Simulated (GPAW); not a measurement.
Runs of GPAW 26.7.0 on HfIn4SiO6. The structure is trigonal, space group P312 (No. 149). Conventional cell: a = 5.277 Å, b = 5.277 Å, c = 10.559 Å, α = 90.00°, β = 90.00°, γ = 120.00°. Around Hf (site symmetry 32) lie 6 O at 2.10 Å. In (site symmetry 3) is surrounded by 3 O at 2.62 Å. In (site symmetry 3) has 3 O at 2.32 Å as nearest neighbours. Around Si (site symmetry 32) lie 6 O at 1.83 Å. Around O (site symmetry 1) lie 1 Si at 1.83 Å and 1 Hf at 2.10 Å. The cell was built by a generator and needn't be a form met in nature.

```csv
level,gap on the mesh (eV),pressure (GPa),largest force (eV/Å)
PBE+D3(BJ),0.08,-1.2,0.17
PBE+D4,0.08,(a),0.17
PBE,0.08,0.1,0.18
PBE+D3,0.08,-0.7,0.18
```

Alike in all rows: task single point; potentials or basis GPAW PAW data sets (gpaw-data 1.2.1), pw; no spin polarisation; cell as given; k mesh 3 × 3 × 2; cutoff (eV) 800; smearing fermi-dirac 0.05 eV; the mesh is coarse, so values aren't converged.

Task: Estimate the missing entries.

Result: (a) -1.3.

Caveats: all runs use coarse meshes; spin-orbit coupling is left out, which moves the levels of the heavy elements; an odd mesh through Γ misses points on the zone boundary, where band edges often lie.

A k mesh can miss the band edges, and the runs leave out spin-orbit coupling on Hf, In.

Not every run made on this cell is shown here.
